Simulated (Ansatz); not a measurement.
# CH5GeN: the cost of one run

Program: Ansatz 0.2.0, Gaussian basis. Level of theory: RKS PBE-D4/def2-SVP. These are calculated values, not measurements.

Levels: PBE-D4, revPBE-D4, BLYP-D4, r2SCAN-D4, B97M-V, PBE0-D4, B3LYP-D4, HSE06-D4, wB97X-V, wB97M-V, B2PLYP, Hartree-Fock, MP2, CCSD, CCSD(T). The reference is CCSD(T) extrapolated to the basis limit. For elements past Ar these valence bases correlate outer-core shells poorly and lack relativity, so that limit is rough.

Correlated methods freeze the cores. Filled d shells of the heavier atoms are correlated. B3LYP uses VWN-RPA correlation. B2PLYP carries no dispersion term here.

176 further runs of the same task are left out: 176 set aside as unsound or not needed. Runs told in other sessions of the task aren't counted.

## Step 1: Where the work starts

The pair, from a GFN2-xTB docking trial: 8 atoms, charge 0, spin multiplicity 1.

Atoms are counted from 1 here; the program's logs count them from 0.

Bond lengths: C1–N2 1.138 Å, C1–H3 1.059 Å, Ge4–H5 1.480 Å, Ge4–H6 1.480 Å, Ge4–H7 1.493 Å, Ge4–H8 1.477 Å. Angles: N2–C1–H3 178.2°, H5–Ge4–H6 110.7°, H5–Ge4–H7 107.5°, H5–Ge4–H8 111.8°, H6–Ge4–H7 107.6°, H6–Ge4–H8 111.0°, H7–Ge4–H8 108.0°.

Geometry (Å):

```mol
CH5GeN
  3D, bonds by distance, orders not assigned

  8  6  0  0  0  0  0  0  0  0999 V2000
   -0.0835    0.3080   -2.3397 C   0  0
   -0.0418    0.7186   -1.2788 N   0  0
   -0.1141   -0.0434   -3.3385 H   0  0
    0.0467   -0.1829    1.3658 Ge  0  0
   -1.2872   -0.4909    0.8024 H   0  0
    1.1063   -0.9053    0.6275 H   0  0
    0.0624   -0.6739    2.7756 H   0  0
    0.3113    1.2699    1.3856 H   0  0
  1  2  8  0
  1  3  8  0
  4  5  8  0
  4  6  8  0
  4  7  8  0
  4  8  8  0
M  END
```

Atoms 1 to 3 are fragment A (CHN), the rest fragment B (GeH₄).

## Step 2: A first relaxation in a small basis

File pre/in.yaml:

```yaml
crystal:
  periodic: [false, false, false]
  atoms:
    - {symbol: C, position_ang: [-0.083500, 0.308000, -2.339700]}
    - {symbol: N, position_ang: [-0.041800, 0.718600, -1.278800]}
    - {symbol: H, position_ang: [-0.114100, -0.043400, -3.338500]}
    - {symbol: Ge, position_ang: [0.046700, -0.182900, 1.365800]}
    - {symbol: H, position_ang: [-1.287200, -0.490900, 0.802400]}
    - {symbol: H, position_ang: [1.106300, -0.905300, 0.627500]}
    - {symbol: H, position_ang: [0.062400, -0.673900, 2.775600]}
    - {symbol: H, position_ang: [0.311300, 1.269900, 1.385600]}
basis:
  gaussian: {orbitals: def2-SVP}
hamiltonian: {xc: pbe, dispersion: d4}
relax: {f_tol: 0.03, max_steps: 250}
```

On the command line:

```console
$ ansatz run in.yaml --threads 4 --pin off --events-out ev --progress --plain --max-ram 9574MiB
```

**Question.** How long does this run take on 4 threads of Intel Xeon Platinum 8259CL at 2.50GHz, shared host?

About 19 s.
